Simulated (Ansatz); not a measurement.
# LaSi2Ni2: the cost of one run

Computed with Ansatz 0.2.0 (reference: DFT r2SCAN, plane waves, PAW, scalar-relativistic, no spin polarisation, unless a step's input says otherwise).

The COD entry's cell or inner coordinates are ideal or old and differ from later refinements, so a difference from it is no clean test against experiment.

2 further runs of the same task are left out: 2 that didn't finish.

## 1. The system as given

The structure is tetragonal, space group I4/mmm (No. 139). The conventional cell has a = 4.154 Å, b = 4.154 Å, c = 9.818 Å, α = 90.00°, β = 90.00°, γ = 90.00°. Ni (site symmetry -4m2) is surrounded by 4 Si at 2.41 Å. Around La (site symmetry 4/mmm) lie 8 Si at 3.18 Å and 8 Ni at 3.22 Å. Si (site symmetry 4mm) is surrounded by 4 Ni at 2.41 Å and 1 Si at 2.45 Å and 4 La at 3.18 Å.

Coordinates:

```xyz
5
Lattice="0.0000 4.1539 0.0000 4.1539 0.0000 0.0000 2.0769 2.0769 -4.9091" Properties=species:S:1:pos:R:3 pbc="T T T"
Ni    2.0769    4.1539   -2.4546
Ni    4.1539    2.0769   -2.4546
La    0.0000    0.0000    0.0000
Si    2.0769    2.0769   -1.2273
Si    4.1539    4.1539   -3.6818
```

## 2. Reference

File input.yaml:

```yaml
crystal:
  lattice:
    - [0.0, 4.15388, 0.0]
    - [4.15388, 0.0, 0.0]
    - [2.07694, 2.07694, -4.909131]
  atoms:
    - { symbol: Ni, position: [0.75, 0.25, 0.5] }
    - { symbol: Ni, position: [0.25, 0.75, 0.5] }
    - { symbol: La, position: [0.0, 0.0, 0.0] }
    - { symbol: Si, position: [0.375, 0.375, 0.25] }
    - { symbol: Si, position: [0.625, 0.625, 0.75] }
  symmetry: { tolerance: 0.0003 }
kpoints:
  mp_grid: { grid: [5, 5, 5], shift: [0, 0, 0] }
magnetization:
  spin_polarized: false
scf:
  occupations: { method: gaussian, width: 0.1921 }
hamiltonian:
  pseudopotentials: { kind: paw }
  xc: r2scan
basis:
  ecutwfc: 500
output:
  forces: true
  stress: true
  eigenvalues: true
relax:
  max_steps: 40
  cell: {}
```

On the command line:

```bash
$ ansatz run input.yaml --threads 1 --pin off --max-ram 2560MiB --backend cpu --events-out ev --progress --plain --runs-dir out
```

Q: Estimate wall time and peak memory on 1 thread of Arm Neoverse V2, shared host.

About 54 s, with a peak of 0.61 GiB.
